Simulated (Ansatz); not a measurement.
# Zr3Sn: the cost of one run

All numbers are computed with Ansatz 0.2.0, driven from Python. The levels of theory stand in the script.

### Step 1. The structure

Symmetry: I4/mmm, No. 139, tetragonal system. The conventional cell has a = 4.353 Å, b = 4.353 Å, c = 9.539 Å, α = 90.00°, β = 90.00°, γ = 90.00°. Around Zr (site symmetry 4/mmm) lie 4 Sn at 3.08 Å and 8 Zr at 3.23 Å. Zr (site symmetry -4m2) is surrounded by 8 Zr at 3.08 to 3.23 Å and 4 Sn at 3.23 Å. Around Sn (site symmetry 4/mmm) lie 12 Zr at 3.08 to 3.23 Å.

zr3sn.xyz, read by the script:

```xyz
4
Lattice="-2.17665136 2.17665136 4.76964453 2.17665136 -2.17665136 4.76964453 2.17665136 2.17665136 -4.76964453" Properties=species:S:1:pos:R:3 pbc="T T T"
Zr    0.00000000    0.00000000    4.76964453
Zr    2.17665136    0.00000000    2.38482226
Zr    0.00000000    2.17665136    2.38482226
Sn    0.00000000    0.00000000    0.00000000
```

### Step 2. The code

nc_paw.py

```python
import ansatz
import numpy as np
from tabulate import tabulate

config = {
    "smearing": "Fermi-Dirac",
    "scf_tol": 1e-09,
    "k_density": 3.1,
    "xc": "LDA",
}


def count_gap(report):
    # lowest empty less highest filled band, counting bands; zero where they overlap
    return max(report.get("gap_by_band_count_ev") or 0.0, 0.0)


def main() -> None:
    system = ansatz.Crystal.from_extxyz("zr3sn.xyz")

    calc = (
        system.calculation()
        .occupations(config["smearing"])
        .scf(tolerance=config["scf_tol"])
        .kpoints(density=config["k_density"])
        .functional(config["xc"])
        .stress()
        .forces()
        .band_table()
    )
    variants = {
        "PAW": calc.pseudopotentials("paw"),
        "norm-conserving": calc.pseudopotentials("nc"),
    }
    rows = []
    for label, variant in variants.items():
        data = variant.run(threads=1).report
        levels = np.array(data["eigenvalues_ev"][0]) - data["fermi_energy_ev"]
        print(label, "levels at the first k-point near E_F:", np.round(levels[np.abs(levels) < 5], 3))
        rows.append((label, data["n_electrons"], np.trace(data["stress_gpa"]) / 3, float(np.abs(data["forces_ev_ang"]).max()), count_gap(data)))
    print(tabulate(rows, headers=["treatment", "electrons in bands", "P GPa", "max force component eV/A", "gap by band count eV"], floatfmt=".4f", tablefmt="plain"))


if __name__ == "__main__":
    main()
```

### Step 3. The input behind the calls

The engine receives this input (first run):

```yaml
crystal:
  lattice:
    - [-2.17665136, 2.17665136, 4.76964453]
    - [2.17665136, -2.17665136, 4.76964453]
    - [2.17665136, 2.17665136, -4.76964453]
  atoms:
    - { symbol: Zr, position: [0.5, 0.5, 0.0] }
    - { symbol: Zr, position: [0.24999999947585194, 0.7499999994758519, 0.5] }
    - { symbol: Zr, position: [0.7499999994758519, 0.24999999947585194, 0.5] }
    - { symbol: Sn, position: [0.0, 0.0, 0.0] }
kpoints:
  mp_grid:
    kspacing: 0.3225806451612903
hamiltonian:
  xc: lda
  pseudopotentials:
    kind: paw
scf:
  convergence:
    dr2_threshold: 1.0e-09
  occupations:
    method: fermi_dirac
output:
  forces: true
  stress: true
  eigenvalues: true
```

### Step 4. Launch

Command:

```console
$ python nc_paw.py
```

Q: Estimate wall time and peak memory on 1 thread of Arm Neoverse V2, shared host.

About 22 s, with a peak of 0.61 GiB.
